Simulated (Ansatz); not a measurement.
# Al: the cost of one run

Method: DFT PBE+D3(BJ), plane waves, PAW, scalar-relativistic, no spin polarisation, in Ansatz 0.2.0.

**1. Starting point**

The cell holds 31 atoms (Al31): a = 8.100 Å, b = 8.100 Å, c = 8.100 Å, α = 90.00°, β = 90.00°, γ = 90.00°.

The coordinates stand in the first input below.

**2. End point A**

File input.yaml:

```yaml
crystal:
  lattice:
    - [8.1, 0.0, 0.0]
    - [0.0, 8.1, 0.0]
    - [0.0, 0.0, 8.1]
  atoms:
    - { symbol: Al, position: [0.4978516, -0.0031094, 0.0005017] }
    - { symbol: Al, position: [0.7543257, 0.2533907, -0.0014383] }
    - { symbol: Al, position: [0.7516391, 0.0009901, 0.2487227] }
    - { symbol: Al, position: [9.6e-06, 0.0011198, 0.0030042] }
    - { symbol: Al, position: [0.251527, 0.2479755, 0.0031081] }
    - { symbol: Al, position: [0.5043672, 0.4994749, 0.0025366] }
    - { symbol: Al, position: [0.7495491, 0.7473962, 0.0017068] }
    - { symbol: Al, position: [0.2512701, 0.0062965, 0.2473529] }
    - { symbol: Al, position: [0.5017676, 0.2490605, 0.251671] }
    - { symbol: Al, position: [0.7461151, 0.4953949, 0.2487668] }
    - { symbol: Al, position: [0.4964374, 0.0009824, 0.5040701] }
    - { symbol: Al, position: [0.7491114, 0.2493716, 0.5009378] }
    - { symbol: Al, position: [0.7465655, 0.0068916, 0.7551368] }
    - { symbol: Al, position: [-0.0025552, 0.5031288, 0.0021302] }
    - { symbol: Al, position: [0.2549173, 0.7439603, -0.0051222] }
    - { symbol: Al, position: [-0.0001947, 0.2478638, 0.2568771] }
    - { symbol: Al, position: [0.4963079, 0.7519893, 0.2510644] }
    - { symbol: Al, position: [0.0018684, 0.0023944, 0.5025847] }
    - { symbol: Al, position: [0.2442356, 0.2436789, 0.4978405] }
    - { symbol: Al, position: [0.5035987, 0.5038985, 0.4986187] }
    - { symbol: Al, position: [0.745717, 0.7521345, 0.4934963] }
    - { symbol: Al, position: [0.2532037, 0.0005197, 0.7528798] }
    - { symbol: Al, position: [0.5002226, 0.2408347, 0.7497624] }
    - { symbol: Al, position: [0.7500333, 0.4984768, 0.7521694] }
    - { symbol: Al, position: [0.0009253, 0.7519444, 0.2527676] }
    - { symbol: Al, position: [0.0004566, 0.4996631, 0.4992086] }
    - { symbol: Al, position: [0.250005, 0.7498123, 0.4987533] }
    - { symbol: Al, position: [-0.0049751, 0.2433321, 0.7508696] }
    - { symbol: Al, position: [0.2508728, 0.4954914, 0.7495594] }
    - { symbol: Al, position: [0.4968949, 0.7539126, 0.746912] }
    - { symbol: Al, position: [-0.0050905, 0.7453225, 0.7525994] }
basis:
  ecutwfc: 420.0
kpoints:
  mp_grid: { grid: [3, 3, 3] }
hamiltonian:
  xc: pbe
  dispersion: d3bj
  pseudopotentials: { kind: paw, azcp: { folder: soft_1 } }
scf:
  occupations: { method: fermi_dirac, width: 0.05 }
  lower_state_search: "off"
relax:
  f_tol: 0.03
  max_steps: 60
  adjacent_minimum: "off"
```

Command:

```console
$ ansatz run input.yaml --threads 4 --pin off --max-ram 10240MiB --backend cpu --events-out ev --progress --plain --runs-dir out
```

Q: Estimate wall time and peak memory on 4 threads of Arm Neoverse V1, shared host.

About 32 s, with a peak of 1.3 GiB.
